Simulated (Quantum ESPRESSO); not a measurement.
# NbH4Pb4 (F-43m) in Quantum ESPRESSO: settings compared, part 2 of 2

Quantum ESPRESSO 7.5. The steps go on from the part before.

## Step 3: Band structure, LDA

pw.in reads:

```
&CONTROL
  calculation = 'scf'
  prefix = 'pwscf'
  outdir = './tmp'
  pseudo_dir = './pseudo'
  tprnfor = .true.
  tstress = .true.
  disk_io = 'low'
/
&SYSTEM
  ibrav = 0
  A = 6.30375826
  nat = 9
  ntyp = 3
  ecutwfc = 60
  ecutrho = 480
  nbnd = 48
  input_dft = 'pz'
  occupations = 'smearing'
  smearing = 'fd'
  degauss = 0.00183747
/
&ELECTRONS
  conv_thr = 1.8d-09
  electron_maxstep = 120
  mixing_beta = 0.5
  diagonalization = 'rmm-paro'
/
ATOMIC_SPECIES
Nb    92.9064 Nb.pbe-spn-kjpaw_psl.0.3.0.UPF
H      1.0080 H.pbe-rrkjus_psl.1.0.0.UPF
Pb   207.2000 Pb.pbe-dn-kjpaw_psl.0.2.2.UPF
CELL_PARAMETERS alat
   0.0000000000    0.7071067808    0.7071067808
   0.7071067808    0.0000000000    0.7071067808
   0.7071067808    0.7071067808    0.0000000000
ATOMIC_POSITIONS alat
Nb     0.3535533904    0.3535533904    0.3535533904
H      0.5218753088    0.5218753088    0.5218753088
H      0.8923382598    0.8923382598    0.5218753088
H      0.8923382598    0.5218753088    0.8923382598
H      0.5218753088    0.8923382598    0.8923382598
Pb     0.8721397617    0.8721397617    0.8721397617
Pb     0.5420738069    0.5420738069    0.8721397617
Pb     0.5420738069    0.8721397617    0.5420738069
Pb     0.8721397617    0.5420738069    0.5420738069
K_POINTS automatic
5 5 5 0 0 0
```

bands.in reads:

```
&CONTROL
  calculation = 'bands'
  prefix = 'pwscf'
  outdir = './tmp'
  pseudo_dir = './pseudo'
  disk_io = 'low'
  verbosity = 'high'
/
&SYSTEM
  ibrav = 0
  A = 6.30375826
  nat = 9
  ntyp = 3
  ecutwfc = 60
  ecutrho = 480
  nbnd = 48
  input_dft = 'pz'
  occupations = 'smearing'
  smearing = 'fd'
  degauss = 0.00183747
/
&ELECTRONS
  conv_thr = 1d-08
  electron_maxstep = 120
  mixing_beta = 0.5
  diagonalization = 'rmm-paro'
  diago_full_acc = .true.
/
ATOMIC_SPECIES
Nb    92.9064 Nb.pbe-spn-kjpaw_psl.0.3.0.UPF
H      1.0080 H.pbe-rrkjus_psl.1.0.0.UPF
Pb   207.2000 Pb.pbe-dn-kjpaw_psl.0.2.2.UPF
CELL_PARAMETERS alat
   0.0000000000    0.7071067808    0.7071067808
   0.7071067808    0.0000000000    0.7071067808
   0.7071067808    0.7071067808    0.0000000000
ATOMIC_POSITIONS alat
Nb     0.3535533904    0.3535533904    0.3535533904
H      0.5218753088    0.5218753088    0.5218753088
H      0.8923382598    0.8923382598    0.5218753088
H      0.8923382598    0.5218753088    0.8923382598
H      0.5218753088    0.8923382598    0.8923382598
Pb     0.8721397617    0.8721397617    0.8721397617
Pb     0.5420738069    0.5420738069    0.8721397617
Pb     0.5420738069    0.8721397617    0.5420738069
Pb     0.8721397617    0.5420738069    0.5420738069
K_POINTS crystal
60
 0.0000000000  0.0000000000  0.0000000000 1
 0.0625000000  0.0000000000  0.0625000000 1
 0.1250000000  0.0000000000  0.1250000000 1
 0.1875000000  0.0000000000  0.1875000000 1
 0.2500000000  0.0000000000  0.2500000000 1
 0.3125000000  0.0000000000  0.3125000000 1
 0.3750000000  0.0000000000  0.3750000000 1
 0.4375000000  0.0000000000  0.4375000000 1
 0.5000000000  0.0000000000  0.5000000000 1
 0.5000000000  0.0625000000  0.5625000000 1
 0.5000000000  0.1250000000  0.6250000000 1
 0.5000000000  0.1875000000  0.6875000000 1
 0.5000000000  0.2500000000  0.7500000000 1
 0.4375000000  0.3125000000  0.7500000000 1
 0.3750000000  0.3750000000  0.7500000000 1
 0.3375000000  0.3375000000  0.6750000000 1
 0.3000000000  0.3000000000  0.6000000000 1
 0.2625000000  0.2625000000  0.5250000000 1
 0.2250000000  0.2250000000  0.4500000000 1
 0.1875000000  0.1875000000  0.3750000000 1
 0.1500000000  0.1500000000  0.3000000000 1
 0.1125000000  0.1125000000  0.2250000000 1
 0.0750000000  0.0750000000  0.1500000000 1
 0.0375000000  0.0375000000  0.0750000000 1
 0.0000000000  0.0000000000  0.0000000000 1
 0.0625000000  0.0625000000  0.0625000000 1
 0.1250000000  0.1250000000  0.1250000000 1
 0.1875000000  0.1875000000  0.1875000000 1
 0.2500000000  0.2500000000  0.2500000000 1
 0.3125000000  0.3125000000  0.3125000000 1
 0.3750000000  0.3750000000  0.3750000000 1
 0.4375000000  0.4375000000  0.4375000000 1
 0.5000000000  0.5000000000  0.5000000000 1
 0.5250000000  0.4500000000  0.5250000000 1
 0.5500000000  0.4000000000  0.5500000000 1
 0.5750000000  0.3500000000  0.5750000000 1
 0.6000000000  0.3000000000  0.6000000000 1
 0.6250000000  0.2500000000  0.6250000000 1
 0.5833333333  0.2500000000  0.6666666667 1
 0.5416666667  0.2500000000  0.7083333333 1
 0.5000000000  0.2500000000  0.7500000000 1
 0.5000000000  0.2857142857  0.7142857143 1
 0.5000000000  0.3214285714  0.6785714286 1
 0.5000000000  0.3571428571  0.6428571429 1
 0.5000000000  0.3928571429  0.6071428571 1
 0.5000000000  0.4285714286  0.5714285714 1
 0.5000000000  0.4642857143  0.5357142857 1
 0.5000000000  0.5000000000  0.5000000000 1
 0.4821428571  0.4821428571  0.5357142857 1
 0.4642857143  0.4642857143  0.5714285714 1
 0.4464285714  0.4464285714  0.6071428571 1
 0.4285714286  0.4285714286  0.6428571429 1
 0.4107142857  0.4107142857  0.6785714286 1
 0.3928571429  0.3928571429  0.7142857143 1
 0.3750000000  0.3750000000  0.7500000000 1
 0.6250000000  0.2500000000  0.6250000000 1
 0.5937500000  0.1875000000  0.5937500000 1
 0.5625000000  0.1250000000  0.5625000000 1
 0.5312500000  0.0625000000  0.5312500000 1
 0.5000000000  0.0000000000  0.5000000000 1
```

Potentials or basis: SSSP 1.3 efficiency PBE.

Launch:

```bash
$ OMP_NUM_THREADS=1 pw.x -in pw.in > pw.out
$ OMP_NUM_THREADS=1 pw.x -in bands.in > bands.out
```

pw.out:

```text
This program is part of the open-source Quantum ESPRESSO suite
     for quantum simulation of materials; please cite
         "P. Giannozzi et al., J. Phys.:Condens. Matter 21 395502 (2009);
         "P. Giannozzi et al., J. Phys.:Condens. Matter 29 465901 (2017);
         "P. Giannozzi et al., J. Chem. Phys. 152 154105 (2020);
     in publications or presentations arising from this work. More details at

     file Nb.pbe-spn-kjpaw_psl.0.3.0.UPF: wavefunction(s)  4S 4P renormalized
     file Pb.pbe-dn-kjpaw_psl.0.2.2.UPF: wavefunction(s)  6S renormalized

     IMPORTANT: XC functional enforced from input :
     Exchange-correlation= PZ
                           (   1   1   0   0   0   0   0)
     Any further DFT definition will be discarded
     Please, verify this is what you really want

     Message from routine setup:
     using ibrav=0 with symmetry is DISCOURAGED, use correct ibrav instead

     G-vector sticks info
     --------------------
     sticks:   dense  smooth     PW     G-vecs:    dense   smooth      PW
     Sum        4687    2347    649               212143    75089   11017

     Using Slab Decomposition

     bravais-lattice index     =            0
     lattice parameter (alat)  =      11.9124  a.u.
     unit-cell volume          =    1195.3092 (a.u.)^3
     number of atoms/cell      =            9
     number of atomic types    =            3
     number of electrons       =        73.00
     number of Kohn-Sham states=           48
     kinetic-energy cutoff     =      60.0000  Ry
     charge density cutoff     =     480.0000  Ry
     scf convergence threshold =      1.8E-09
     mixing beta               =       0.5000
     number of iterations used =            8  plain     mixing
     Exchange-correlation= PZ
                           (   1   1   0   0   0   0   0)

     celldm(1)=  11.912377  celldm(2)=   0.000000  celldm(3)=   0.000000
     celldm(4)=   0.000000  celldm(5)=   0.000000  celldm(6)=   0.000000

     crystal axes: (cart. coord. in units of alat)
               a(1) = (   0.000000   0.707107   0.707107 )
               a(2) = (   0.707107   0.000000   0.707107 )
               a(3) = (   0.707107   0.707107   0.000000 )

     reciprocal axes: (cart. coord. in units 2 pi/alat)
               b(1) = ( -0.707107  0.707107  0.707107 )
               b(2) = (  0.707107 -0.707107  0.707107 )
               b(3) = (  0.707107  0.707107 -0.707107 )

     PseudoPot. # 1 for Nb read from file:
     Nb.pbe-spn-kjpaw_psl.0.3.0.UPF
     Pseudo is Projector augmented-wave + core cor, Zval = 13.0
     Generated using "atomic" code by A. Dal Corso  v.5.0.99 svn rev. 10869
     Shape of augmentation charge: PSQ
     Using radial grid of 1227 points,  6 beta functions with:
                l(1) =   0
                l(2) =   0
                l(3) =   1
                l(4) =   1
                l(5) =   2
                l(6) =   2
     Q(r) pseudized with 0 coefficients

     PseudoPot. # 2 for H  read from file:
     H.pbe-rrkjus_psl.1.0.0.UPF
     Pseudo is Ultrasoft, Zval =  1.0
     Generated using "atomic" code by A. Dal Corso  v.5.1
     Using radial grid of  929 points,  2 beta functions with:
                l(1) =   0
                l(2) =   0
     Q(r) pseudized with 0 coefficients

     PseudoPot. # 3 for Pb read from file:
     Pb.pbe-dn-kjpaw_psl.0.2.2.UPF
     Pseudo is Projector augmented-wave + core cor, Zval = 14.0
     Generated using "atomic" code by A. Dal Corso  v.5.0.99 svn rev. 10869
     Shape of augmentation charge: PSQ
     Using radial grid of 1281 points,  6 beta functions with:
                l(1) =   0
                l(2) =   0
                l(3) =   1
                l(4) =   1
                l(5) =   2
                l(6) =   2
     Q(r) pseudized with 0 coefficients

     atomic species   valence    mass     pseudopotential
     Nb               13.00    92.90640     Nb( 1.00)
     H                 1.00     1.00800     H ( 1.00)
     Pb               14.00   207.20000     Pb( 1.00)

     24 Sym. Ops. (no inversion) found

   Cartesian axes

     site n.     atom                  positions (alat units)
         1        Nb     tau(   1) = (   0.3535534   0.3535534   0.3535534  )
         2        H      tau(   2) = (   0.5218753   0.5218753   0.5218753  )
         3        H      tau(   3) = (   0.8923383   0.8923383   0.5218753  )
         4        H      tau(   4) = (   0.8923383   0.5218753   0.8923383  )
         5        H      tau(   5) = (   0.5218753   0.8923383   0.8923383  )
         6        Pb     tau(   6) = (   0.8721398   0.8721398   0.8721398  )
         7        Pb     tau(   7) = (   0.5420738   0.5420738   0.8721398  )
         8        Pb     tau(   8) = (   0.5420738   0.8721398   0.5420738  )
         9        Pb     tau(   9) = (   0.8721398   0.5420738   0.5420738  )

     number of k points=    10  Fermi-Dirac smearing, width (Ry)=  0.0018
                       cart. coord. in units 2pi/alat
        k(    1) = (   0.0000000   0.0000000   0.0000000), wk =   0.0160000
        k(    2) = (   0.1414214   0.1414214  -0.1414214), wk =   0.1280000
        k(    3) = (   0.2828427   0.2828427  -0.2828427), wk =   0.1280000
        k(    4) = (   0.2828427  -0.0000000   0.0000000), wk =   0.0960000
        k(    5) = (   0.4242641   0.1414214  -0.1414214), wk =   0.3840000
        k(    6) = (  -0.1414214  -0.4242641   0.4242641), wk =   0.3840000
        k(    7) = (   0.0000000  -0.2828427   0.2828427), wk =   0.1920000
        k(    8) = (   0.5656854  -0.0000000   0.0000000), wk =   0.0960000
        k(    9) = (   0.0000000  -0.5656854   0.5656854), wk =   0.1920000
        k(   10) = (  -0.1414214  -0.4242641   0.7071068), wk =   0.3840000

     Dense  grid:   212143 G-vectors     FFT dimensions: (  90,  90,  90)

     Smooth grid:    75089 G-vectors     FFT dimensions: (  60,  60,  60)

     Initial potential from superposition of free atoms

     starting charge      72.9884, renormalised to      73.0000
     Starting wfcs are   50 randomized atomic wfcs

     Self-consistent Calculation

     iteration #  1     ecut=    60.00 Ry     beta= 0.50
     ParO style diagonalization
     ethr =  1.00E-02,  avg # of iterations =  8.0

     Threshold (ethr) on eigenvalues was too large:
     Diagonalizing with lowered threshold

     ParO style diagonalization
     ethr =  7.23E-04,  avg # of iterations =  3.6

     total energy              =   -3724.02488211 Ry
     estimated scf accuracy    <       0.53347704 Ry
[... 141 lines left out ...]
     iteration # 22     ecut=    60.00 Ry     beta= 0.50
     RMM-DIIS diagonalization
     ethr =  4.66E-12,  avg # of iterations =  3.1

     End of self-consistent calculation

          k = 0.0000 0.0000 0.0000 (  9377 PWs)   bands (ev):

   -45.8550 -22.0174 -22.0174 -22.0174  -8.9357  -8.6804  -8.6804  -8.6804
    -8.5623  -8.5623  -8.2317  -8.2317  -8.2317  -7.9977  -7.9977  -7.9977
    -7.9702  -7.9702  -7.9415  -7.9415  -7.9415  -7.7000  -7.7000  -7.7000
    -3.8736   1.2145   1.2145   1.2145   3.5037   3.7240   3.7240   3.7240
     6.5089   6.8906   6.8906   9.1916   9.1916   9.1916  10.6878  10.6878
    10.6878  10.9044  10.9044  12.3711  14.2044  14.2044  14.2044  15.3397
[... 30 lines left out ...]
   -45.8550 -22.0175 -22.0174 -22.0174  -8.8193  -8.6443  -8.5993  -8.5945
    -8.5067  -8.4456  -8.2275  -8.1948  -8.1915  -8.0826  -8.0413  -8.0410
    -8.0000  -7.9968  -7.9779  -7.9661  -7.9577  -7.8538  -7.8118  -7.7456
    -3.4954  -0.4139   0.7137   0.8390   3.2246   4.1935   4.3982   5.9335
     7.0166   7.3179   7.5478   8.9803   9.0397   9.4924   9.9140  10.4426
    11.0234  11.0427  12.0798  12.5890  13.0710  13.4635  13.4643  14.0414

          k =-0.1414-0.4243 0.4243 (  9400 PWs)   bands (ev):

   -45.8550 -22.0176 -22.0174 -22.0174  -8.7965  -8.6160  -8.6023  -8.5780
    -8.4524  -8.4458  -8.2282  -8.1893  -8.1856  -8.1025  -8.0615  -8.0503
    -7.9996  -7.9973  -7.9817  -7.9688  -7.9634  -7.8845  -7.8589  -7.7439
    -3.3922  -0.6708   0.5135   0.8647   3.4311   4.1648   4.3536   6.4520
     7.1513   7.3907   7.5982   8.7660   9.0566   9.2958  10.1883  10.4198
    10.9980  11.5323  11.5867  12.4720  13.1407  13.2221  13.8360  13.9160
[... 21 lines left out ...]
   -45.8550 -22.0176 -22.0174 -22.0174  -8.7584  -8.6321  -8.5621  -8.5354
    -8.4923  -8.3986  -8.2230  -8.1869  -8.1798  -8.1220  -8.0616  -8.0540
    -8.0320  -7.9954  -7.9805  -7.9771  -7.9713  -7.9033  -7.8496  -7.7995
    -3.2910  -0.8299   0.4286   0.7002   3.1632   4.5701   4.6814   6.0086
     7.1954   8.2133   8.3605   8.4847   8.6828   9.3567  10.0728  10.6258
    10.8781  11.1242  11.9446  12.3766  12.6656  13.3553  13.8891  14.0067

          k =-0.1414-0.4243 0.7071 (  9390 PWs)   bands (ev):

   -45.8550 -22.0175 -22.0174 -22.0174  -8.7687  -8.6234  -8.5839  -8.5525
    -8.4788  -8.4231  -8.2257  -8.1921  -8.1800  -8.1104  -8.0610  -8.0481
    -8.0218  -7.9960  -7.9812  -7.9756  -7.9637  -7.8903  -7.8373  -7.7982
    -3.3331  -0.7183   0.4049   0.7032   3.4986   4.1608   4.6520   6.2783
     7.1486   7.4185   8.1633   8.7028   8.8711   9.3041  10.0679  10.8081
    11.0133  11.3533  11.7786  12.3566  12.9734  13.3344  13.8283  14.1115

     the Fermi energy is     9.0420 ev

!    total energy              =   -3724.15715831 Ry
     estimated scf accuracy    <          6.1E-10 Ry
     smearing contrib. (-TS)   =      -0.00181106 Ry
     internal energy E=F+TS    =   -3724.15534725 Ry

     The total energy is F=E-TS. E is the sum of the following terms:
     one-electron contribution =    -255.66800729 Ry
     hartree contribution      =     178.74215786 Ry
     xc contribution           =    -207.26056629 Ry
     ewald contribution        =    -412.15746830 Ry
     one-center paw contrib.   =   -3027.81146324 Ry

     convergence has been achieved in  22 iterations

     Forces acting on atoms (cartesian axes, Ry/au):

     atom    1 type  1   force =     0.00000000    0.00000000    0.00000000
     atom    2 type  2   force =    -0.02543949   -0.02543949   -0.02543949
     atom    3 type  2   force =     0.02543949    0.02543949   -0.02543949
     atom    4 type  2   force =     0.02543949   -0.02543949    0.02543949
     atom    5 type  2   force =    -0.02543949    0.02543949    0.02543949
     atom    6 type  3   force =     0.07637593    0.07637593    0.07637593
     atom    7 type  3   force =    -0.07637593   -0.07637593    0.07637593
     atom    8 type  3   force =    -0.07637593    0.07637593   -0.07637593
     atom    9 type  3   force =     0.07637593   -0.07637593   -0.07637593

     Total force =     0.278864     Total SCF correction =     0.000051

     Computing stress (Cartesian axis) and pressure

          total   stress  (Ry/bohr**3)                   (kbar)     P=       74.22
   0.00050455  -0.00000000  -0.00000000           74.22       -0.00       -0.00
  -0.00000000   0.00050455  -0.00000000           -0.00       74.22       -0.00
  -0.00000000  -0.00000000   0.00050455           -0.00       -0.00       74.22

=------------------------------------------------------------------------------=
   JOB DONE.
=------------------------------------------------------------------------------=
```

It took 18 min on 1 thread of Intel Xeon Platinum 8259CL at 2.50GHz (Skylake/Cascade Lake), shared host; peak memory 0.85 GiB.

What came out:

* Free energy: -50669.7394 eV
* Pressure: 7.4 GPa
* Largest force: 3.401 eV/Å
* Band gap on the k mesh: none (metal or under the smearing width)

Forces in eV/Å, atoms in the order of the input:
```
Nb   0.000  0.000  0.000
H   -0.654 -0.654 -0.654
H    0.654  0.654 -0.654
H    0.654 -0.654  0.654
H   -0.654  0.654  0.654
Pb   1.964  1.964  1.964
Pb  -1.964 -1.964  1.964
Pb  -1.964  1.964 -1.964
Pb   1.964 -1.964 -1.964
```

Levels at the corners of the path, in eV from the Fermi level:
```tsv
point	band 33	band 34	band 35	band 36	band 37	band 38	band 39	band 40	band 41	band 42
Γ	-2.53	-2.15	-2.15	0.15	0.15	0.15	1.65	1.65	1.65	1.86
X	-1.82	-0.77	-0.22	-0.01	0.37	0.37	0.50	0.59	1.48	1.48
W	-1.93	-1.60	-0.59	-0.47	-0.25	0.23	1.21	1.73	1.89	2.43
K	-1.86	-1.06	-0.79	-0.62	-0.36	0.30	1.06	1.86	1.91	2.36
Γ	-2.53	-2.15	-2.15	0.15	0.15	0.15	1.65	1.65	1.65	1.86
L	-1.90	-1.67	-1.67	-0.05	-0.05	0.67	1.24	1.58	1.58	1.74
U	-1.86	-1.06	-0.79	-0.62	-0.36	0.30	1.06	1.86	1.91	2.36
W	-1.93	-1.60	-0.59	-0.47	-0.25	0.23	1.21	1.73	1.89	2.43
L	-1.90	-1.67	-1.67	-0.05	-0.05	0.67	1.24	1.58	1.58	1.74
K	-1.86	-1.06	-0.79	-0.62	-0.36	0.30	1.06	1.86	1.91	2.36
U	-1.86	-1.06	-0.79	-0.62	-0.36	0.30	1.06	1.86	1.91	2.36
X	-1.82	-0.77	-0.22	-0.01	0.37	0.37	0.50	0.59	1.48	1.48
```

Caveat: the potentials were made for another functional, which shifts forces and pressure; spin-orbit coupling is left out, which moves the levels of the heavy elements.

## Step 4: The reference run

An earlier run on the cell as given: functional PBE; potentials or basis SSSP 1.3 efficiency PBE; cutoff 816 eV; density cutoff 6531 eV; k mesh 5 × 5 × 5; occupations fermi-dirac, width 0.05 eV; no spin polarisation.

- Pressure: 11.8 GPa
- Largest force: 3.763 eV/Å
- Band gap on the k mesh: none (metal or under the smearing width)

## Step 5: Overview

```tsv
task	level	potentials or basis	cutoff (eV)	smearing	dos occupations	form of the LDA correlation	diagonalization	other keys	gap on the mesh (eV)	pressure (GPa)	largest force (eV/Å)
projected density of states	PBE	GBRV 1.5 PBE	612	fermi-dirac 0.2 eV	tetrahedra_opt	-	-	-	none	11.7	3.59
band structure	LDA	SSSP 1.3 efficiency PBE	816	fermi-dirac 0.025 eV	-	PZ81	rmm-paro	smearing = fermi-dirac; width = 0.025; diagonalization = rmm-paro	none	7.4	3.40
single point	PBE	SSSP 1.3 efficiency PBE	816	fermi-dirac 0.05 eV	-	-	-	-	none	11.8	3.76
```

Alike in all rows: no spin polarisation; cell as given; k mesh 5 × 5 × 5.

Caveats: forces of over 1 eV/Å show positions far from the minimum, so gaps and moduli don't describe the material at rest (some runs); the potentials were made for another functional, which shifts forces and pressure (some runs); spin-orbit coupling is left out, which moves the levels of the heavy elements (some runs).

Absolute energies hang on the potentials; compare differences alone.
